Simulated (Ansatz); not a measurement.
**ZrNH+ (doublet): wave-function methods side by side, def2-QZVPP**

An exercise on one series of results from a longer session: the logs are not shown, and one member is left open.

Program: Ansatz 0.2.0, Gaussian basis. Level of theory: def2-QZVPP, core rule «outside noble gas», up to 5 orbitals frozen. These are calculated values, not measurements.

Plan: UHF; ROHF; CCSD(T) on UHF.

2 further runs of the same task are left out: 2 set aside as unsound or not needed.

### The system

The geometry is a PBE0/def2-TZVP stationary point (not a proven minimum) of the parent state, kept for this charge and spin. No spin-orbit coupling is included. Elements past krypton take def2 core potentials.

3 atoms, charge 1, spin multiplicity 2.

Atoms are counted from 1 here; the program's logs count them from 0.

Bond lengths: Zr1–N2 1.791 Å, N2–H3 1.011 Å. Angles: Zr1–N2–H3 180.0°.

Geometry (Å):

```
atom   x (Å)   y (Å)    z (Å)
 Zr1  0.0000  0.0000   1.5307
  N2  0.0000  0.0000  -0.2599
  H3  0.0000  0.0000  -1.2709
```

Set-up of the first run:

Input file in.yaml:

```yaml
crystal:
  periodic: [false, false, false]
  atoms:
    - {symbol: Zr, position_ang: [0.000000, 0.000000, 1.530732]}
    - {symbol: N, position_ang: [0.000000, 0.000000, -0.259859]}
    - {symbol: H, position_ang: [0.000000, 0.000000, -1.270873]}
basis:
  gaussian: {orbitals: "def2-QZVPP.json"}
total_charge: 1
magnetization: {spin_polarized: true, initial_magnetization: 1}
hamiltonian: {xc: hf}
output: {orbitals: {seedname: orbitals}}
```

Command:

```bash
ansatz run in.yaml --threads 1 --pin off --events-out ev --progress --plain --max-ram 4096MiB --backend cpu
```

Steps of the session up to this table: UHF; ROHF; CCSD(T) on UHF.

One table of the session follows, with a row left open; its other results are not shown here.

| method | from UCCSD(T) (meV) |
| --- | --- |
| ROHF | +8861.2 |
| UHF | +8703.6 |
| UMP2 | +542.9 |
| UCCSD | ? |
| UCCSD(T) | 0 |

Q: Estimate the row for UCCSD from the others.

**Answer.** from UCCSD(T) (meV): +546.2. In the column «from UCCSD(T) (meV)» it lies between UMP2 (+542.9) and UHF (+8703.6).
